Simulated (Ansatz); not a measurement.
**Molecular dynamics of InAg3P2O8**

input.yaml

```yaml
accuracy: low
crystal:
  lattice:
    - [4.464498, -2.833023, 0.0]
    - [4.464498, 2.833023, 0.0]
    - [-0.550602, 0.0, 7.511663]
  atoms:
    - { symbol: In, position: [0.0, 0.0, 0.0] }
    - { symbol: Ag, position: [0.331664, 0.331664, 0.320694] }
    - { symbol: Ag, position: [0.668336, 0.668336, 0.679306] }
    - { symbol: Ag, position: [0.0, 0.0, 0.5] }
    - { symbol: P, position: [0.661314, 0.661314, 0.209497] }
    - { symbol: P, position: [0.338686, 0.338686, 0.790503] }
    - { symbol: O, position: [0.244059, 0.244059, 0.607088] }
    - { symbol: O, position: [0.762639, 0.762639, 0.050421] }
    - { symbol: O, position: [0.220717, 0.670264, 0.796619] }
    - { symbol: O, position: [0.329736, 0.779283, 0.203381] }
    - { symbol: O, position: [0.237361, 0.237361, 0.949579] }
    - { symbol: O, position: [0.670264, 0.220717, 0.796619] }
    - { symbol: O, position: [0.779283, 0.329736, 0.203381] }
    - { symbol: O, position: [0.755941, 0.755941, 0.392912] }
basis:
  ecutwfc: 420.0
kpoints:
  mp_grid: { grid: [2, 2, 1] }
hamiltonian:
  xc: pbesol
scf:
  occupations: { method: fermi_dirac, width: 0.05 }
  lower_state_search: "off"
md:
  timestep: 1.5
  n_steps: 160
  ensemble: nvt_langevin
  temperature: 1500.0
  initial_velocities: maxwell_boltzmann
  seed: 112444
  friction: 0.05
```

Run as:

```bash
$ ansatz run input.yaml --threads 1 --pin off --max-ram 3072MiB --backend cpu --events-out ev --progress --plain --runs-dir out
```

It starts from an unrelaxed structure (largest force component 0.46 eV/Å).

Output, in part (step lines):

```
md step     0: t =     0.00 fs  T =  1392.9 K  F+E_penalty+E_count = -34058.62531013 eV  E_kin = 2.520570 eV  (10 SCF iters)
md step     1: t =     1.50 fs  T =  1285.4 K  F+E_penalty+E_count = -34058.60835994 eV  E_kin = 2.326023 eV  (9 SCF iters)
md step     2: t =     3.00 fs  T =   975.5 K  F+E_penalty+E_count = -34058.52835413 eV  E_kin = 1.765355 eV  (9 SCF iters)
md step     3: t =     4.50 fs  T =  1092.3 K  F+E_penalty+E_count = -34058.42515244 eV  E_kin = 1.976677 eV  (9 SCF iters)
md step     4: t =     6.00 fs  T =  1025.0 K  F+E_penalty+E_count = -34058.31288787 eV  E_kin = 1.854802 eV  (9 SCF iters)
md step     5: t =     7.50 fs  T =   789.8 K  F+E_penalty+E_count = -34058.19050347 eV  E_kin = 1.429334 eV  (7 SCF iters)
md step     6: t =     9.00 fs  T =   843.8 K  F+E_penalty+E_count = -34058.06389100 eV  E_kin = 1.526991 eV  (8 SCF iters)
md step     7: t =    10.50 fs  T =   810.1 K  F+E_penalty+E_count = -34057.92368894 eV  E_kin = 1.466029 eV  (8 SCF iters)
[... lines left out ...]
md step   159: t =   238.50 fs  T =  1556.7 K  F+E_penalty+E_count = -34057.10033459 eV  E_kin = 2.817150 eV  (7 SCF iters)
md step   160: t =   240.00 fs  T =  1607.7 K  F+E_penalty+E_count = -34057.24217467 eV  E_kin = 2.909285 eV  (9 SCF iters)
```

The steps, from the saved trajectory:

| time (fs) | T (K) | potential energy less start (eV) |
| --- | --- | --- |
| 0.0 | 1393 | 0.000 |
| 7.5 | 790 | 0.435 |
| 15.0 | 693 | 1.052 |
| 22.5 | 1025 | 1.512 |
| 30.0 | 1509 | 1.213 |
| 37.5 | 1605 | 1.811 |
| 45.0 | 1492 | 1.307 |
| 52.5 | 1324 | 0.962 |
| 60.0 | 1551 | 1.269 |
| 67.5 | 1282 | 1.369 |
| 75.0 | 1471 | 1.252 |
| 82.5 | 1290 | 1.578 |
| 90.0 | 1038 | 1.179 |
| 97.5 | 1504 | 1.094 |
| 105.0 | 1796 | 1.199 |
| 112.5 | 1570 | 1.364 |
| 120.0 | 1706 | 1.676 |
| 127.5 | 1722 | 1.518 |
| 135.0 | 1152 | 1.498 |
| 142.5 | 1273 | 1.433 |
| 150.0 | 993 | 1.613 |
| 157.5 | 1084 | 1.199 |
| 165.0 | 1126 | 1.084 |
| 172.5 | 1465 | 1.535 |
| 180.0 | 1385 | 2.071 |
| 187.5 | 1338 | 1.956 |
| 195.0 | 1284 | 2.340 |
| 202.5 | 1422 | 1.933 |
| 210.0 | 1307 | 1.739 |
| 217.5 | 1465 | 1.460 |
| 225.0 | 1250 | 1.650 |
| 232.5 | 1490 | 1.788 |
| 240.0 | 1608 | 1.383 |

The run went to its last step. A run of 0.24 ps of so small a system gives no equilibrium averages. Limits of this set-up: coarse k mesh, low accuracy level.

Mean squared displacements from the first frame to the last, about the centre of mass: In 0.02 Å², Ag 0.22 Å², P 0.03 Å², O 0.10 Å².

Last frame:

```xyz
14
Lattice="4.4645 -2.8330 0.0000 4.4645 2.8330 0.0000 -0.5506 0.0000 7.5117" Properties=species:S:1:pos:R:3
In 0.096 -0.103 0.261
Ag 2.744 0.239 2.554
Ag 5.837 -0.377 5.469
Ag 0.145 -0.425 3.454
P 5.947 -0.248 1.918
P 2.776 -0.012 6.220
O 2.143 -0.159 4.797
O 6.999 -0.287 0.660
O 3.834 1.103 6.401
O 5.368 1.236 1.676
O 1.666 0.077 7.389
O 3.661 -1.333 6.396
O 4.763 -1.177 1.781
O 6.604 -0.564 3.355
```

Time of the run: 9 min on 1 thread of Arm Neoverse V2 (shared host), peak memory 0.5 GiB.
